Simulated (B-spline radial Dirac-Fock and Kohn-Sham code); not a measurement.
# Pm⁴⁶⁺: core levels and X-ray properties

Aim: for the Pm⁴⁶⁺ ion, compute its X-ray form factor and Compton profile and the binding energy of each subshell.

The numbers are computed with B-spline radial Dirac-Fock and Kohn-Sham code (version 2): a free atom or ion on a radial basis; each step names its model.

## (1) The system

Pm⁴⁶⁺, configuration [Ne] 3s2 3p3.

- nuclear charge: 61
- electrons: 15
- mass number: 145
- nuclear rms radius: 4.962 fm

## (2) X-ray scattering functions

Model: Dirac-Fock average of configuration, finite nucleus; form factor of the spherical density, Waller-Hartree incoherent function, impulse-approximation Compton profiles.

Recorded inputs:

```ini
task = scatter
Z = 61
charge = 46
configuration = 1s2 2s2 2p6 3s2 3p3
mass_number = 145
rms_radius = 4.962  # fm
s = [0.0, 0.03, 0.04, 0.05, 0.06, 0.07, 0.09, 0.11, 0.13, 0.16, 0.2, 0.24, 0.29, 0.36, 0.43, 0.53, 0.64, 0.78, 0.95, 1.16, 1.41, 1.72, 2.1]  # 1/A
pz = [0, 0.1, 0.14, 0.19, 0.26, 0.36, 0.5, 0.69, 0.95, 1.3, 1.8, 2.5, 3.5, 4.8, 6.6, 9.1, 13.0, 17.0, 24.0, 33.0, 46.0]  # a.u.
photon_energy = [1000, 2000, 8047.8, 10000, 17479.3, 50000, 500000, 1000000]  # eV
```

Results of the run (chosen fields of its result record, rounded):

```text
{
  "status": "converged",
  "form_factor [e]": [15.0, 14.997, 14.995, 14.993, 14.99, 14.986, 14.977, 14.965, 14.952, 14.927, 14.886, 14.837, 14.763, 14.637, 14.487, 14.233, 13.906, 13.427, 12.776, 11.906, 10.849, 9.6057, 8.2989],
  "incoherent": [8.2836e-12, 0.0032239, 0.0057302, 0.0089512, 0.012886, 0.017533, 0.028957, 0.043208, 0.060267, 0.091071, 0.14173, 0.2031, 0.29437, 0.44799, 0.62959, 0.93208, 1.3137, 1.8542, 2.5583, 3.4427, 4.4416, 5.5269, 6.6105],
  "compton_total [1/a.u.]": [0.59976, 0.59968, 0.5996, 0.59947, 0.59922, 0.59872, 0.59776, 0.59596, 0.59259, 0.58644, 0.57464, 0.55279, 0.51318, 0.4533, 0.36998, 0.27722, 0.19011, 0.13608, 0.07506, 0.03616, 0.014857],
  "shells": ["1s1/2", "2s1/2", "2p1/2", "2p3/2", "3s1/2", "3p1/2", "3p3/2"],
  "occupation": [2.0, 2.0, 2.0, 4.0, 2.0, 1.0, 2.0],
  "mean_momentum [a.u.]": [58.814, 21.344, 28.211, 26.162, 12.018, 14.251, 13.683],
  "r2 [bohr^2]": 0.38853,
  "r_inverse [1/bohr]": 288.89,
  "r1 [bohr]": 1.917,
  "coherent [b]": [149.49, 148.94, 138.53, 133.14, 108.79, 43.513, 1.0123, 0.26569],
  "incoherent_cross_section [b]": [0.0077009, 0.03052, 0.44422, 0.65169, 1.5512, 3.9637, 4.1082, 3.1011],
  "radial_jk": {
    "3p": {"j0": [1.0, 0.99959, 0.99928, 0.99887, 0.99838, 0.99779, 0.99635, 0.99455, 0.9924, 0.98851, 0.98209, 0.97431, 0.96269, 0.94303, 0.91963, 0.88025, 0.82984, 0.75705, 0.65977, 0.53397, 0.38856, 0.23264, 0.096019], "j2": [0.0, 0.00016245, 0.00028875, 0.00045105, 0.0006493, 0.00088343, 0.001459, 0.0021769, 0.0030362, 0.0045876, 0.0071379, 0.010226, 0.014815, 0.022528, 0.031626, 0.046718, 0.065615, 0.091992, 0.12533, 0.16449, 0.20227, 0.22873, 0.22707], "r2": 0.061245, "r4": 0.0056833, "r6": 0.00071955}
  }
}
```

The scattering functions against s = sin θ / λ:

```
s (1/Å)  f (e)  f / N      S(s)
      0  15.00  1.000         0
 0.0400  15.00  1.000  0.005730
 0.0600  14.99  0.999   0.01289
 0.0900  14.98  0.998   0.02896
  0.130  14.95  0.997   0.06027
  0.200  14.89  0.992    0.1417
  0.290  14.76  0.984    0.2944
  0.430  14.49  0.966    0.6296
  0.640  13.91  0.927     1.314
  0.950  12.78  0.852     2.558
   1.41  10.85  0.723     4.442
   2.10  8.299  0.553     6.611
```

## (3) Core and valence levels

Model: Dirac-Fock average of configuration, Delta-SCF, finite nucleus, first-order Breit with its frequency dependence, self-energy and vacuum polarisation.

The run's settings:

```ini
task = binding
```

Results of the run (chosen fields of its result record, rounded):

```text
{
  "status": "converged",
  "shells": ["K", "L1", "L2", "L3", "M1", "M2,3"],
  "total_energy_parts [Ha]": [-8010.59801, 8.31648053, -0.778788017, -0.111858185, 6.79824908, -1.02226483],
  "koopmans [eV]": [48517.5, 10423.6, 10037.9, 9460.93, 4097.49, 3867.95],
  "dirac_coulomb [eV]": [48489.2, 10418.1, "-", 9454.2, 4096.89, 3867.3],
  "gaunt [eV]": [-132.541, -13.7515, "-", -16.1916, -3.358, -4.50292],
  "retardation [eV]": [9.60054, 0.982871, "-", 2.36216, 0.369913, 0.767371],
  "breit_frequency [eV]": [1.42419, -0.118136, "-", 0.663373, -0.0341193, 0.100709],
  "self_energy [eV]": [-74.3244, -10.1125, "-", -0.553506, -2.67714, -0.123389],
  "vacuum_polarisation [eV]": [11.6095, 1.46309, "-", -0.0644742, 0.372502, -0.010283],
  "binding [eV]": [48304.9, 10396.5, "-", 9440.41, 4091.56, 3863.53],
  "mean_radius [bohr]": [0.0231647, 0.0969339, 0.0813117, 0.0875095, 0.236698, 0.233332]
}
```

total_energy_parts: Dirac-Coulomb, Gaunt, retardation, frequency dependence, self-energy, vacuum polarisation. Blank entries are hole states that did not converge, or in which two open shells of one symmetry are about equally filled, where the average of configuration falls too low.

Each level as Koopmans' value plus corrections (eV):

```
level       -ε  relaxation    Breit     QED  binding
   1s  48517.5      -28.37  -121.52  -62.71  48304.9
   2s  10423.6       -5.54   -12.89   -8.65  10396.5
2p3/2   9460.9       -6.73   -13.17   -0.62   9440.4
   3s   4097.5       -0.60    -3.02   -2.30   4091.6
   3p   3868.0       -0.66    -3.63   -0.13   3863.5
```

## (4) Summary of results

| quantity | value |
| --- | --- |
| rms radius of the electron cloud | 0.161 bohr |
| Compton profile at zero | 0.5998 1/a.u. |
| deepest level listed, K (1s) | 48304.9 eV |
| least bound, M2,3 (3p) | 3863.5 eV |
| Kα1 | 38864.5 eV |
| ionisation energy, NIST (theoretical) | 3816.00 eV |

The cloud is so compact that f stays above half of 15 out to s = 2.10 1/Å. Incoherent scattering outweighs coherent from 500 keV on, among the energies asked. The K (1s) level lies 28.4 eV under Koopmans' value by relaxation alone; Breit gives -121.52 and QED -62.71 eV. NIST's ionisation energy differs by -47.53 eV from the least binding energy; the calculation averages open shells over their j components and terms. The Hartree-Fock and Dirac-Fock values hold no electron correlation.
